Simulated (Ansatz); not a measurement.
# Ta2NbO2: the cost of one run

Method: DFT PBE, scalar-relativistic, plane waves, PAW, in Ansatz 0.2.0.

### 1 The starting structure

Symmetry: P-6m2, No. 187, hexagonal system. The conventional cell has a = 4.402 Å, b = 4.402 Å, c = 4.741 Å, α = 90.00°, β = 90.00°, γ = 120.00°. Ta (site symmetry -6m2) has 2 Ta at 2.37 Å and 6 O at 2.62 Å as nearest neighbours. Around Ta (site symmetry -6m2) lie 2 Ta at 2.37 Å and 3 Nb at 2.54 Å. Nb (site symmetry -6m2) is surrounded by 2 O at 1.73 Å. O (site symmetry 3m) has 1 O at 1.27 Å and 1 Nb at 1.73 Å as nearest neighbours.

Coordinates:

```xyz
5
Lattice="4.4021 0.0000 0.0000 -2.2011 3.8124 0.0000 0.0000 0.0000 4.7415" Properties=species:S:1:pos:R:3 pbc="T T T"
Ta    0.0000    0.0000    2.3707
Ta    0.0000    0.0000    0.0000
Nb    0.0000    2.5416    0.0000
O     0.0000    2.5416    1.7344
O     0.0000    2.5416    3.0071
```

A structure generator made this guess: random cell by space group and Wyckoff sites (P-6m2, No. 187). Its size is a rough estimate.

### 2 A first look at the guess

input.yaml reads:

```yaml
crystal:
  lattice:
    - [4.40214935, 0.0, 0.0]
    - [-2.20107467, 3.81237317, 0.0]
    - [0.0, 0.0, 4.74147652]
  atoms:
    - { symbol: Ta, position: [0.0, 0.0, 0.5] }
    - { symbol: Ta, position: [0.0, 0.0, 0.0] }
    - { symbol: Nb, position: [0.33333333, 0.66666667, 0.0] }
    - { symbol: O, position: [0.33333333, 0.66666667, 0.36579374] }
    - { symbol: O, position: [0.33333333, 0.66666667, 0.63420626] }
basis:
  ecutwfc: 420
kpoints:
  mp_grid: { grid: [6, 6, 4] }
hamiltonian:
  xc: pbe
scf:
  occupations: { method: gaussian, width: 0.1 }
  lower_state_search: "off"
output:
  forces: true
  stress: true
  eigenvalues: true
```

Started as:

```sh
> ansatz run input.yaml --threads 1 --pin off --max-ram 2560MiB --backend cpu --events-out ev --progress --plain --runs-dir out
```

What time and memory should one allow on 1 thread of Intel Xeon Platinum 8223CL at 3.00GHz (Skylake/Cascade Lake), shared host?

About 3.9 s, with a peak of 0.38 GiB.
